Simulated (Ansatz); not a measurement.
Crystal: Bi2TeSe2 (Skippenite).

```
CELL_PARAMETERS angstrom
2.09150 1.20753 9.71233
-2.09150 1.20753 9.71233
0.00000 -2.41506 9.71233
ATOMIC_POSITIONS crystal
Bi 0.60194 0.60194 0.60194
Bi 0.39806 0.39806 0.39806
Te 0.00000 0.00000 0.00000
Se 0.78840 0.78840 0.78840
Se 0.21160 0.21160 0.21160
```

| Property | Result |
| --- | --- |
| Program | Ansatz 0.2.0 |
| Task | relaxation of cell and atoms |
| Functional | revPBE |
| Dispersion | D4 |
| Potentials or basis | Ansatz PAW |
| Cutoff | 420 eV (not typed: the program's choice for these potentials) |
| k mesh | 7 × 7 × 7 |
| Occupations | fermi-dirac, width 0.05 eV |
| Spin | no spin polarisation |

At the start: volume 29.43 Å³/atom.

Question: Where does the relaxation end?

Answer: It ends after 7 steps and the volume is 29.46 Å³/atom (+0.1 %); space group R-3m (No. 166, to 0.05 Å).

The path:
```
step  energy change (eV)  largest force (eV/Å)  volume (Å³)
   1              0.0000                1.8551       147.17
   2             -0.3321                0.4359       150.95
   3             -0.3752                0.0862       146.01
   4             -0.3815                0.0399       147.75
   5             -0.3822                0.0119       147.31
   6             -0.3822                0.0003       147.31
   7             -0.3822                0.0003       147.31
```

Final structure:
```yaml
crystal:
  lattice:
    - [2.11060, 1.21855, 9.54627]
    - [-2.11060, 1.21855, 9.54627]
    - [0.00000, -2.43711, 9.54627]
  atoms:
    - { symbol: Bi, position: [0.59322, 0.59322, 0.59322] }
    - { symbol: Bi, position: [0.40678, 0.40678, 0.40678] }
    - { symbol: Te, position: [0.00000, 0.00000, 0.00000] }
    - { symbol: Se, position: [0.79327, 0.79327, 0.79327] }
    - { symbol: Se, position: [0.20673, 0.20673, 0.20673] }
```

Caveat: the plane-wave basis is chosen anew once the cell has moved, so the energies of steps on either side of that aren't comparable; the PAW data sets come from PBE, with cores solved anew for the run's functional, which leaves a small shift of forces and pressure.
